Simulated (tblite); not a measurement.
# C6H11NOSi: the cost of one run

Programs: tblite 0.8.0 and PySCF 2.14.0, with density-fitted response routines of our own. Each step states its level of theory. These are calculated values for one molecule in the gas phase, unless marked as measured. Atoms count from 0, in the outputs and in this text.

## Step 1: Starting geometry

20 atoms, charge 0, multiplicity 1; geometry from: force field or distance geometry start.

Bonds of the start (Å): C0–C1 1.33, C1–C2 1.52, C2–C3 1.50, C3–N4 1.28, C2–C5 1.49, C5–O6 1.24, C2–C7 1.50, C7–Si8 1.85, C0–H9 1.11, C0–H10 1.09, C1–H11 1.08, C3–H12 1.11, N4–H13 1.03, C5–H14 1.07, C7–H15 1.11, C7–H16 1.11, Si8–H17 1.47, Si8–H18 1.47, Si8–H19 1.47.

## Step 2: Relaxing the molecule with GFN2-xTB

The job: settings as JSON, then the geometry in Å.

```
{"job": {"kind": "relax", "xc": "GFN2-xTB", "basis": "xTB"}, "charge": 0, "multiplicity": 1}
C     -1.698200    -0.170900    -1.355500
C     -0.865100    -1.001000    -0.737300
C     -0.218600    -0.443700     0.518800
C     -0.822100     0.889700     0.832200
N     -0.213500     1.911500     0.351200
C     -0.561900    -1.343900     1.653100
O     -1.184600    -0.938100     2.639800
C      1.276600    -0.410700     0.410700
Si     1.895200     0.609300    -1.009600
H     -2.229100    -0.484700    -2.272500
H     -1.894300     0.826100    -0.964300
H     -0.655900    -2.004100    -1.085200
H     -1.721300     0.999600     1.469600
H     -0.558700     2.863100     0.521600
H     -0.237500    -2.358300     1.607500
H      1.696600    -0.004200     1.350300
H      1.633200    -1.455700     0.315300
H      2.503500     1.876700    -0.589300
H      0.873900     0.829500    -2.037700
H      2.976700    -0.179500    -1.621500
```

Started as:

```console
> OMP_NUM_THREADS=1 python probes_run.py task.json out
```

The driver reads the jobs from task.json and runs them one after another.

Q: Estimate the wall time and peak memory of this first job on 1 thread of Arm Neoverse N1, shared host.

About 1.7 s, with a peak of 0.18 GiB.
